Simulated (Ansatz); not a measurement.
# SrCl2: a single-point run

Wanted: a converged single-point run for SrCl2, and a check of what comes out. The structure is shown as the input types it. The cell is built on a prototype (CdCl2 type) and needn't be the phase found in nature.

Program: Ansatz 0.2.0. Level of theory: density functional or hybrid calculation with the settings of its input, plane waves (as first typed). These are calculated values, not measurements.

6 further runs of the same task are left out: 6 that didn't finish.

## Step 1: The system as given

The structure is cubic, space group Fm-3m (No. 225). Conventional cell: a = 6.951 Å, b = 6.951 Å, c = 6.951 Å, α = 90.00°, β = 90.00°, γ = 90.00°. Around Sr (site symmetry m-3m) lie 8 Cl at 3.01 Å. Cl (site symmetry -43m) is surrounded by 4 Sr at 3.01 Å.

Coordinates:

```cif
data_structure
_symmetry_space_group_name_H-M 'Fm-3m'
_symmetry_Int_Tables_number 225
_cell_length_a 6.9507
_cell_length_b 6.9507
_cell_length_c 6.9507
_cell_angle_alpha 90.000
_cell_angle_beta 90.000
_cell_angle_gamma 90.000
_cell_volume 335.80
loop_
_atom_site_label
_atom_site_type_symbol
_atom_site_symmetry_multiplicity
_atom_site_Wyckoff_symbol
_atom_site_fract_x
_atom_site_fract_y
_atom_site_fract_z
_atom_site_occupancy
Sr1 Sr 4 a 0.00000 0.00000 0.00000 1
Cl1 Cl 8 c 0.75000 0.25000 0.25000 1
```

## Step 2: Running it

File input.yaml:

```yaml
crystal:
  lattice:
    - [2.4567214732, 1.4183888039, 4.0153159702]
    - [-2.4567214732, 1.4183888039, 4.0153159702]
    - [0.0, -2.8367776077, 4.0153159702]
  atoms:
    - { symbol: Sr, position: [0.0, 0.0, 0.0] }
    - { symbol: Cl, position: [0.2499511378, 0.2499511378, 0.2499511378] }
    - { symbol: Cl, position: [0.7500488622, 0.7500488622, 0.7500488622] }
kpoints:
  mp_grid: { grid: [4, 4, 4] }
hamiltonian:
  xc: pbe
scf:
  occupations: { method: fixed }
  n_extra_bands: 4
  max_iter: 88
output:
  forces: true
  stress: true
  eigenvalues: true
basis:
  ecutrho_ratio: 2
```

Launch:

```bash
$ ansatz run input.yaml --threads 4 --pin off --max-ram 3686MiB --backend cpu --events-out ev --progress --plain --runs-dir out
```

What happens when this is run?

This run ends as converged, with warnings (cutoff below recommended). Its log warns: «basis.ecutrho_ratio = 2 (ecutrho = 840 eV) is below the records' recommended 1680 eV»

The suspect setting: basis.ecutrho_ratio is 2. The density cutoff must be at least four times the energy cutoff of the waves.

The test: delete basis.ecutrho_ratio (the default then holds).
